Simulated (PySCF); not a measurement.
# Kr²⁺: dipole response in aug-cc-pwCVDZ-PP with ECP10

Aim: the static polarisability and the C₆ coefficient of Kr²⁺, method by method.

Program: PySCF 2.14.0. Level of theory: unrestricted determinants in a Gaussian basis, no spin-orbit coupling in the energies. These are calculated values, not measurements, unless marked.

### 1 What is computed

- Element: krypton (Z = 36)
- Basis: aug-cc-pwCVDZ-PP with ECP10MDF (6s5p4d1f, 48 functions)
- Hamiltonian: scalar relativity through the core potential
- State 1: Kr²⁺: [Ar] 3d10 4s2 4p4, high-spin 3P determinant
- Methods: UHF, PBE, PBE0, M06-2X, M06

The outer shells:

Kr2+ [Ar] 3d10 4s2 4p4
```
[Ar] core
3d [↑↓][↑↓][↑↓][↑↓][↑↓]
4s [↑↓]
4p [↑↓][↑ ][↑ ]
```

The runs were made by one driver on top of PySCF. The scripts below sum up each run's settings (the driver also hands on starting orbitals that pick excited configurations, and frozen orbitals as a list rather than a count), and the logs come from the driver's own runs. The driver starts from symmetry-adapted Hartree-Fock orbitals, holds the occupation by maximum overlap and uses a logarithmic radial grid for functionals, so a plain start would take other cycles.

The driver's launch:

```sh
$ OMP_NUM_THREADS=1 python atomrun2.py TASK.json OUT
```

The integrals over 48 functions and the set-up took 0.13 s of CPU time.

### 2 Kr²⁺

**UHF**

File input.py:

```python
from pyscf import gto, scf, dft, mp, cc
import basis_set_exchange as bse
txt = bse.get_basis("aug-cc-pwCVDZ-PP", elements=["Kr"], fmt="nwchem", header=False)
cut = txt.index("\nECP")
mol = gto.M(atom="Kr 0 0 0", charge=2, spin=2, symmetry="D2h",
            basis=gto.basis.parse(txt[:cut]),
            ecp={"Kr": gto.basis.parse_ecp(txt[cut:])})
mf = scf.UHF(mol)
mf.irrep_nelec = {'Ag': (4, 4), 'B1g': (1, 1), 'B2g': (1, 1), 'B3g': (1, 1), 'B1u': (2, 1), 'B2u': (2, 2), 'B3u': (2, 1)}
mf.kernel()
```

Output:

```text
damping factor = 0
level_shift factor = 0
DIIS = <class 'pyscf.scf.diis.CDIIS'>
diis_start_cycle = 1
diis_space = 10
diis_damp = 0
SCF conv_tol = 1e-09
SCF conv_tol_grad = None
number electrons alpha = 13  beta = 11
cycle= 1 E= -460.843185830049  delta_E= -0.00395  |g|= 0.024  |ddm|= 0.107
cycle= 2 E= -460.843528147891  delta_E= -0.000342  |g|= 0.00733  |ddm|= 0.03
cycle= 3 E= -460.843564290207  delta_E= -3.61e-05  |g|= 0.000385  |ddm|= 0.0151
cycle= 4 E= -460.843564403767  delta_E= -1.14e-07  |g|= 0.000133  |ddm|= 0.00161
cycle= 5 E= -460.843564409961  delta_E= -6.19e-09  |g|= 2.81e-05  |ddm|= 0.000354
cycle= 6 E= -460.843564410452  delta_E= -4.92e-10  |g|= 3.34e-06  |ddm|= 0.000115
converged SCF energy = -460.843564410452  <S^2> = 2.0061503  2S+1 = 3.0040974
```

It used 0.79 s of CPU time after the integrals (shared host).

The occupied shells:

```tsv
shell	electrons	mean orbital energy (eV)	spread (eV)	rms radius (bohr)
3s α	1	-319.85	0	0.567
3s β	1	-319.11	0	0.567
3p α	3	-256.69	0.931	0.583
3p β	3	-255.86	0.048	0.583
3d α	5	-127.80	0.851	0.604
3d β	5	-127.27	0.382	0.604
4s α	1	-57.525	0	1.62
4s β	1	-50.662	0	1.62
4p α	3	-37.887	2.157	1.87
4p β	1	-35.000	0	1.87
```

⟨S²⟩ = 2.006, ⟨L²⟩ = 2.02.

The driver then solved the coupled dipole response at imaginary frequencies: mean α = 7.442 bohr³ (xx, yy, zz: 7.407, 7.512, 7.407), C₆ = 36.68 au for a like pair.

Energies and moments cover only the electrons outside the core potential.

**PBE**

input.py, as changed from the run before:

```diff
@@ -7,3 +7,3 @@
             ecp={"Kr": gto.basis.parse_ecp(txt[cut:])})
-mf = scf.UHF(mol)
+mf = dft.UKS(mol, xc="PBE")
 mf.irrep_nelec = {'Ag': (4, 4), 'B1g': (1, 1), 'B2g': (1, 1), 'B3g': (1, 1), 'B1u': (2, 1), 'B2u': (2, 2), 'B3u': (2, 1)}
```

Output:

```text
damping factor = 0
level_shift factor = 0
DIIS = <class 'pyscf.scf.diis.CDIIS'>
diis_start_cycle = 1
diis_space = 10
diis_damp = 0
SCF conv_tol = 1e-09
SCF conv_tol_grad = None
number electrons alpha = 13  beta = 11
XC functionals = PBE
    J. P. Perdew, K. Burke, and M. Ernzerhof.,  Phys. Rev. Lett. 77, 3865 (1996)
    J. P. Perdew, K. Burke, and M. Ernzerhof.,  Phys. Rev. Lett. 78, 1396 (1997)
    J. P. Perdew, K. Burke, and M. Ernzerhof.,  Phys. Rev. Lett. 77, 3865 (1996)
    J. P. Perdew, K. Burke, and M. Ernzerhof.,  Phys. Rev. Lett. 78, 1396 (1997)
cycle= 1 E= -462.141249901114  delta_E= -0.0128  |g|= 0.0461  |ddm|= 1.03
cycle= 2 E= -462.141326012363  delta_E= -7.61e-05  |g|= 0.0354  |ddm|= 0.0803
cycle= 3 E= -462.141422242476  delta_E= -9.62e-05  |g|= 0.00189  |ddm|= 0.0421
cycle= 4 E= -462.141422914776  delta_E= -6.72e-07  |g|= 0.000128  |ddm|= 0.00498
cycle= 5 E= -462.141422918694  delta_E= -3.92e-09  |g|= 6.85e-06  |ddm|= 0.000348
cycle= 6 E= -462.141422918711  delta_E= -1.75e-11  |g|= 1.85e-07  |ddm|= 2.14e-05
converged SCF energy = -462.141422918711  <S^2> = 2.0013258  2S+1 = 3.0008837
```

It used 1.9 s of CPU time after the integrals (shared host).

The driver then solved the coupled dipole response at imaginary frequencies: mean α = 7.577 bohr³ (xx, yy, zz: 7.468, 7.794, 7.468), C₆ = 37.46 au for a like pair.

**PBE0**

input.py, as changed from the run before:

```diff
@@ -7,3 +7,3 @@
             ecp={"Kr": gto.basis.parse_ecp(txt[cut:])})
-mf = dft.UKS(mol, xc="PBE")
+mf = dft.UKS(mol, xc="PBE0")
 mf.irrep_nelec = {'Ag': (4, 4), 'B1g': (1, 1), 'B2g': (1, 1), 'B3g': (1, 1), 'B1u': (2, 1), 'B2u': (2, 2), 'B3u': (2, 1)}
```

Output:

```text
damping factor = 0
level_shift factor = 0
DIIS = <class 'pyscf.scf.diis.CDIIS'>
diis_start_cycle = 1
diis_space = 10
diis_damp = 0
SCF conv_tol = 1e-09
SCF conv_tol_grad = None
number electrons alpha = 13  beta = 11
XC functionals = PBE0
    C. Adamo and V. Barone.,  J. Chem. Phys. 110, 6158 (1999)
    M. Ernzerhof and G. E. Scuseria.,  J. Chem. Phys. 110, 5029 (1999)
cycle= 1 E= -462.116755764477  delta_E= -0.00811  |g|= 0.0237  |ddm|= 0.701
cycle= 2 E= -462.116809046452  delta_E= -5.33e-05  |g|= 0.0149  |ddm|= 0.0465
cycle= 3 E= -462.116826167474  delta_E= -1.71e-05  |g|= 0.00124  |ddm|= 0.0181
cycle= 4 E= -462.11682645989  delta_E= -2.92e-07  |g|= 0.000197  |ddm|= 0.00302
cycle= 5 E= -462.116826467964  delta_E= -8.07e-09  |g|= 1.18e-05  |ddm|= 0.000477
cycle= 6 E= -462.116826468006  delta_E= -4.2e-11  |g|= 4.47e-07  |ddm|= 3.21e-05
converged SCF energy = -462.116826468006  <S^2> = 2.0020791  2S+1 = 3.0013858
```

It used 2.1 s of CPU time after the integrals (shared host).

The driver then solved the coupled dipole response at imaginary frequencies: mean α = 7.501 bohr³ (xx, yy, zz: 7.416, 7.671, 7.416), C₆ = 36.98 au for a like pair.

**M06-2X**

input.py, as changed from the run before:

```diff
@@ -7,3 +7,3 @@
             ecp={"Kr": gto.basis.parse_ecp(txt[cut:])})
-mf = dft.UKS(mol, xc="PBE0")
+mf = dft.UKS(mol, xc="M062X")
 mf.irrep_nelec = {'Ag': (4, 4), 'B1g': (1, 1), 'B2g': (1, 1), 'B3g': (1, 1), 'B1u': (2, 1), 'B2u': (2, 2), 'B3u': (2, 1)}
```

Output:

```text
damping factor = 0
level_shift factor = 0
DIIS = <class 'pyscf.scf.diis.CDIIS'>
diis_start_cycle = 1
diis_space = 10
diis_damp = 0
SCF conv_tol = 1e-09
SCF conv_tol_grad = None
number electrons alpha = 13  beta = 11
XC functionals = M062X
    Y. Zhao and D. G. Truhlar.,  Theor. Chem. Acc. 120, 215 (2008)
    Y. Zhao and D. G. Truhlar.,  Theor. Chem. Acc. 120, 215 (2008)
cycle= 1 E= -462.341988685602  delta_E= -0.00894  |g|= 0.0181  |ddm|= 0.581
cycle= 2 E= -462.3420680678  delta_E= -7.94e-05  |g|= 0.00318  |ddm|= 0.0351
cycle= 3 E= -462.342070166153  delta_E= -2.1e-06  |g|= 0.00175  |ddm|= 0.00628
cycle= 4 E= -462.342070432916  delta_E= -2.67e-07  |g|= 0.00011  |ddm|= 0.00207
cycle= 5 E= -462.342070438204  delta_E= -5.29e-09  |g|= 4.45e-06  |ddm|= 0.000211
cycle= 6 E= -462.342070438213  delta_E= -8.87e-12  |g|= 4.81e-07  |ddm|= 1.54e-05
converged SCF energy = -462.342070438213  <S^2> = 2.0035957  2S+1 = 3.0023962
```

CPU time 5.9 s on a shared host, the integrals not counted.

The driver then solved the coupled dipole response at imaginary frequencies: mean α = 7.526 bohr³ (xx, yy, zz: 7.457, 7.664, 7.457), C₆ = 36.61 au for a like pair.

**M06**

input.py, as changed from the run before:

```diff
@@ -7,3 +7,3 @@
             ecp={"Kr": gto.basis.parse_ecp(txt[cut:])})
-mf = dft.UKS(mol, xc="M062X")
+mf = dft.UKS(mol, xc="M06")
 mf.irrep_nelec = {'Ag': (4, 4), 'B1g': (1, 1), 'B2g': (1, 1), 'B3g': (1, 1), 'B1u': (2, 1), 'B2u': (2, 2), 'B3u': (2, 1)}
```

Output:

```text
damping factor = 0
level_shift factor = 0
DIIS = <class 'pyscf.scf.diis.CDIIS'>
diis_start_cycle = 1
diis_space = 10
diis_damp = 0
SCF conv_tol = 1e-09
SCF conv_tol_grad = None
number electrons alpha = 13  beta = 11
XC functionals = M06
    Y. Zhao and D. G. Truhlar.,  Theor. Chem. Acc. 120, 215 (2008)
    Y. Zhao and D. G. Truhlar.,  Theor. Chem. Acc. 120, 215 (2008)
cycle= 1 E= -462.25946501662  delta_E= -0.00654  |g|= 0.0106  |ddm|= 0.695
cycle= 2 E= -462.259496451326  delta_E= -3.14e-05  |g|= 0.00179  |ddm|= 0.0316
cycle= 3 E= -462.25949741723  delta_E= -9.66e-07  |g|= 0.000981  |ddm|= 0.00802
cycle= 4 E= -462.259497513125  delta_E= -9.59e-08  |g|= 0.000144  |ddm|= 0.00166
cycle= 5 E= -462.259497515747  delta_E= -2.62e-09  |g|= 5.06e-06  |ddm|= 0.000185
cycle= 6 E= -462.259497515761  delta_E= -1.31e-11  |g|= 3.13e-07  |ddm|= 1.85e-05
converged SCF energy = -462.259497515761  <S^2> = 2.0013936  2S+1 = 3.000929
```

It used 5.3 s of CPU time after the integrals (shared host).

The driver then solved the coupled dipole response at imaginary frequencies: mean α = 7.380 bohr³ (xx, yy, zz: 7.268, 7.606, 7.268), C₆ = 35.81 au for a like pair.

Radial density 4πr²ρ of Kr²⁺ at UHF, the electrons outside the core potential:

```tsv
r (bohr)	density	spin density
0.000619	5.54e-05	0.000
0.00104	0.000156	0.000
0.00175	0.000441	0.000
0.00295	0.00123	0.000
0.00495	0.00336	0.000
0.00833	0.00865	0.000
0.0140	0.0193	0.000
0.0236	0.0345	0.000
0.0397	0.0595	0.000
0.0667	0.199	0.000
0.112	1.45	0.002
0.189	8.29	0.032
0.317	28.2	0.242
0.534	32.5	0.121
0.898	8.90	0.386
1.51	4.75	1.480
2.54	1.11	0.420
4.27	0.0295	0.010
7.19	8.28e-05	0.000
```

### 3 Polarisabilities and C₆

Kr²⁺, in atomic units:

```tsv
method	mean α	C₆ (like pair)	S(−4)
UHF	7.442	36.68	10.54
PBE	7.577	37.46	10.99
PBE0	7.501	36.98	10.72
M06-2X	7.526	36.61	11.12
M06	7.380	35.81	10.57
```

α(iu) at M06:

```tsv
u (hartree)	α(iu) (bohr³)
0	7.380
0.0500	7.354
0.100	7.276
0.200	6.982
0.300	6.546
0.500	5.471
0.750	4.174
1.00	3.163
1.50	1.916
2.00	1.271
3.00	0.6917
5.00	0.3290
```

### 4 Outcome

| quantity | value |
| --- | --- |
| α of Kr²⁺ | 7.380 (M06) to 7.577 (PBE) bohr³ |

What this shows: A single London oscillator with the computed α and C₆ of Kr²⁺ at UHF would have ω = 4 C₆ / (3 α²) = 0.883 hartree. The basis is finite, and no extrapolation was made.
